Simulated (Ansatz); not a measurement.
# Hf4I15Br: the cost of one run

Method: DFT, PBE, plane-wave PAW, default files, scalar-relativistic, as far as a step names no other, in Ansatz 0.2.0.

### Step 1. The system as given

It takes space group P1 (No. 1, triclinic). Conventional cell: a = 8.603 Å, b = 8.603 Å, c = 13.073 Å, α = 71.88°, β = 71.88°, γ = 89.83°. Hf (site symmetry 1) is surrounded by 6 I at 2.69 to 3.03 Å. Hf (site symmetry 1) is surrounded by 5 I at 2.69 to 3.03 Å and 1 Br at 3.02 Å. Around Hf (site symmetry 1) lie 5 I at 2.69 to 3.03 Å and 1 Br at 2.87 Å. I (site symmetry 1) has 2 Hf at 2.87 to 3.03 Å as nearest neighbours. Around Br (site symmetry 1) lie 2 Hf at 2.87 to 3.02 Å. I (site symmetry 1) has 2 Hf at 2.87 to 3.02 Å as nearest neighbours. I (site symmetry 1) is surrounded by 1 Hf at 2.69 Å. Only part of the 20 independent sites is listed.

Structure file:

```xyz
20
Lattice="6.0919 -6.0742 0.0000 6.0919 6.0742 0.0000 -5.7424 0.0000 11.7438" Properties=species:S:1:pos:R:3 pbc="T T T"
Hf    3.4342    4.4118    7.3306
Hf    6.3054   -4.4118    1.4587
Hf    3.0072   -4.4118    4.4132
Hf    0.1360    4.4118   10.2851
I     6.1475    4.7152    1.3785
Br    9.3847    1.4300    1.5707
I    -0.0722    1.4300    4.3012
I     2.8972    1.4760    1.6133
I     6.4153    1.4760    4.2586
I    -2.9433   -1.4300   10.1731
I     3.2135   -1.7313    4.5735
I     3.1651    4.7152    4.4934
I     3.5442   -1.4760   10.1305
I     0.0261   -1.4760    7.4852
I     0.3423    1.7313   10.4454
I     6.0990   -1.7313    1.2984
I     0.2939   -4.7152   10.3653
I     3.2279    1.7313    7.1703
I     3.2763   -4.7152    7.2504
I     6.5135   -1.4300    7.4426
```

Atom 6 of the input is the impurity.

### Step 2. First run, atoms as given

Contents of input.yaml:

```yaml
crystal:
  lattice:
    - [6.091869705, -6.0742168451, 0.0]
    - [6.091869705, 6.0742168451, 0.0]
    - [-5.7423520254, 0.0, 11.743777046]
  atoms:
    - { symbol: Hf, position: [0.21291228, 0.93922288, 0.62420929] }
    - { symbol: Hf, position: [0.93922288, 0.21291228, 0.12420929] }
    - { symbol: Hf, position: [0.78708772, 0.06077712, 0.37579071] }
    - { symbol: Hf, position: [0.06077712, 0.78708772, 0.87579071] }
    - { symbol: I, position: [0.17175279, 0.94801994, 0.1173828] }
    - { symbol: Br, position: [0.71558671, 0.95101617, 0.13374441] }
    - { symbol: I, position: [0.04898383, 0.28441329, 0.36625559] }
    - { symbol: I, position: [0.18104368, 0.42403941, 0.13737461] }
    - { symbol: I, position: [0.57596059, 0.81895632, 0.36262539] }
    - { symbol: I, position: [0.28441329, 0.04898383, 0.86625559] }
    - { symbol: I, position: [0.58981293, 0.30478998, 0.38943727] }
    - { symbol: I, position: [0.05198006, 0.82824721, 0.3826172] }
    - { symbol: I, position: [0.81895632, 0.57596059, 0.86262539] }
    - { symbol: I, position: [0.42403941, 0.18104368, 0.63737461] }
    - { symbol: I, position: [0.30478998, 0.58981293, 0.88943727] }
    - { symbol: I, position: [0.69521002, 0.41018707, 0.11056273] }
    - { symbol: I, position: [0.82824721, 0.05198006, 0.8826172] }
    - { symbol: I, position: [0.41018707, 0.69521002, 0.61056273] }
    - { symbol: I, position: [0.94801994, 0.17175279, 0.6173828] }
    - { symbol: I, position: [0.95101617, 0.71558671, 0.63374441] }
kpoints:
  mp_grid: { grid: [3, 3, 2] }
scf:
  occupations: { method: fermi_dirac, width: 0.01 }
hamiltonian:
  xc: pbe
  pseudopotentials: { kind: paw }
output:
  forces: true
  stress: true
  populations: true
  efg:
    quadrupole_moments_barn: { Hf: 3.365, I: -0.68822, Br: 0.2579 }
    contact_densities: true
```

Started as:

```sh
ansatz run input.yaml --threads 4 --pin off --max-ram 8192MiB --backend cpu --events-out ev --progress --plain --runs-dir out
```

**Question.** How long does this run take on 4 threads of an x86-64 CPU, shared host, and how much memory does it need?

About 1.7 min, with a peak of 4.2 GiB.
